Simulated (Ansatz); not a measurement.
This script makes an all-electron equation of state of TaN, space group Fm-3m with Ansatz 0.2.0 through its Python package.

Script `eos_lapw.py`:
```python
# -*- coding: utf-8 -*-
"""All-electron equation of state of TaN."""

import ansatz as az
from ase.eos import EquationOfState
from ase.units import GPa
import numpy as np

FILLING = "Fermi-Dirac"
KGRID = (11, 11, 11)

VECTORS = np.array([
    [0.0, 2.179, 2.179],
    [2.179, 0.0, 2.179],
    [2.179, 2.179, 0.0],
])
SITES = [
    ("Ta", (0.5, 0.5, 0.5)),
    ("N", (0.0, 0.0, 0.0)),
]


def build(cell):
    crystal = az.Crystal(lattice=az.Lattice.of(cell))
    for symbol, position in SITES:
        crystal = crystal.atom(symbol, position)
    return crystal

volumes, energies = [], []
for scale in np.linspace(0.92, 1.08, 5):
    cell = VECTORS * scale ** (1 / 3)
    setup = (
        build(cell).calculation()
        .functional(az.Functional.LDA)
        .occupations(FILLING)
        .kpoints(*KGRID)  # sampling of the Brillouin zone
        .pseudopotentials("all_electron", lapw=True)
    )
    r = setup.run(threads=1).report
    volumes.append(abs(np.linalg.det(cell)) / len(SITES))
    energies.append(r["free_energy_ev"] / len(SITES))
    print(f"{scale:.3f} {volumes[-1]:9.4f} A^3/atom {energies[-1]:16.5f} eV/atom  (estimated basis error {1000 * r['lapw_basis_errors']['total_ev_per_atom']:.2f} meV/atom)")
v0, e0, bulk = EquationOfState(volumes, energies, eos="birchmurnaghan").fit()
print(f"V0 = {v0:.4f} A^3/atom, B0 = {bulk / GPa:.1f} GPa")
```

From its runs, with one value withheld:

| V (Å³/atom) | F less the lowest row shown (meV/atom) |
| --- | --- |
| 9.518 | ? |
| 9.932 | 13.98 |
| 10.346 | 0.00 |
| 10.760 | 23.52 |
| 11.174 | 77.23 |

What is the missing energy at 9.518 Å³ an atom?

A third-order Birch-Murnaghan fit, E = E0 + (9 V0 B0 / 16) [(t - 1)³ B' + (t - 1)² (6 - 4t)] with t = (V0/V)^(2/3), through the 4 rows shown gives V0 = 10.279 Å³, B0 = 372.0 GPa, B' = 4.40 and E0 = -0.50 meV. At V = 9.518 Å³, t = 1.05261, and the fit extrapolates to 74.61 meV. The run gave 74.52 meV, a miss of 0.09 meV.

Reading the output:
- No spin polarisation was allowed.
- The mesh is modest for a metal, so energies can be off by several to tens of meV an atom and pressures by half a GPa or more; differences at equal mesh fare better.
- Spin-orbit coupling, which matters for elements this heavy, is left out.
- The starting cell is as deposited in a crystallographic database; the results hold for this polymorph, which needn't be the stable one.
- Run time: 100 s on 1 thread of Arm Neoverse V1, with other jobs on the host, peak memory 0.5 GiB.
